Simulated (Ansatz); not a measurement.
Consider a convergence test of the k-point mesh of CrO2, space group Pnnm (Ansatz 0.2.0 through its Python package).

`cro2_kconv.py`:
```python
"""k-point test for CrO2."""

import csv

import ansatz as az

system = (
    az.Lattice.orthorhombic(4.44805101, 4.52923501, 2.985964)
    .space_group(58, hermann_mauguin="Pnnm")
    .atom("Cr", (0.5, 0.5, 0.5))
    .atom("O", (0.792969, 0.189817, 0.5))
    .moments(Cr=2.1)
)

base = (
    system.calculation()
    .spin(az.SpinTreatment.COLLINEAR)  # spin-polarised run
    .functional(az.Functional.PBESOL)
    .occupations("Fermi-Dirac", width=150 * az.meV)  # smearing steadies the SCF of a metal
    .hubbard("Cr", "d", u=4.9, j=0.9)
)

rows = []
for value in [0.9, 0.7, 0.55, 0.45, 0.35]:
    summary = base.kpoints(spacing=value).run(threads=1).report
    rows.append((value, summary["free_energy_ev"] / len(summary["lattice"]["sites"]), summary["n_iterations"], summary["magnetization_mub"], summary["n_kpoints"]))

with open("kconv.csv", "w", newline="") as handle:
    writer = csv.writer(handle)
    writer.writerow(["spacing (1/A)", "F/atom (eV)", "iterations", "moment (muB)", "k-points"])
    writer.writerows([round(v, 5) if isinstance(v, float) else v for v in row] for row in rows)

# the last row is the reference
for row in rows[:-1]:
    shift = 1000 * (row[1] - rows[-1][1])
    print(f"{row[0]}: {shift:+.2f} meV/atom" + ("  (within 5 meV)" if abs(shift) < 5 else ""))
```

How fast does the energy converge with the mesh (threshold 5 meV an atom)?

From a spacing of 0.7 (3×2×4) on it stays within 5 meV an atom of the value at a spacing of 0.35 (5×4×7); the first row (a spacing of 0.9 (2×2×3)) is off by 10.3 meV and the last but one by 0.33 meV. This holds for F at a smearing of 0.15 eV; a narrower one needs a denser mesh. The last run costs about 3.3 times the first.

The run itself:

```console
$ python cro2_kconv.py
DeckWarning: basis.ecutwfc = 420 eV, auto-derived from the records' recommended cutoffs: set by Cr (normal level)
0.9: +10.33 meV/atom
0.7: +2.63 meV/atom  (within 5 meV)
0.55: +0.74 meV/atom  (within 5 meV)
0.45: +0.33 meV/atom  (within 5 meV)
```
(Warnings from the package without file and line.)

File `kconv.csv` afterwards:
```csv
spacing (1/A),F/atom (eV),iterations,moment (muB),k-points
0.9,-1489.51254,14,4.00263,8
0.7,-1489.52024,14,4.00176,12
0.55,-1489.52214,14,4.00139,12
0.45,-1489.52254,14,4.0012,27
0.35,-1489.52287,14,4.0012,36
```

What to keep in mind:
- Other magnetic orders than the one started from may lie lower.
- A Fermi-Dirac width this large means warm electrons, whose thermal share enters the free energy.
- The structure comes from a database of computed cells and needn't be a stable or known phase.
- Shifts are counted from the finest mesh, which is itself no proven limit.
- Run time: 28 s on 1 thread of Arm Neoverse V2 (shared host), peak memory 0.49 GiB.

(Lines on the test bed's own set-up are left out of the output.)
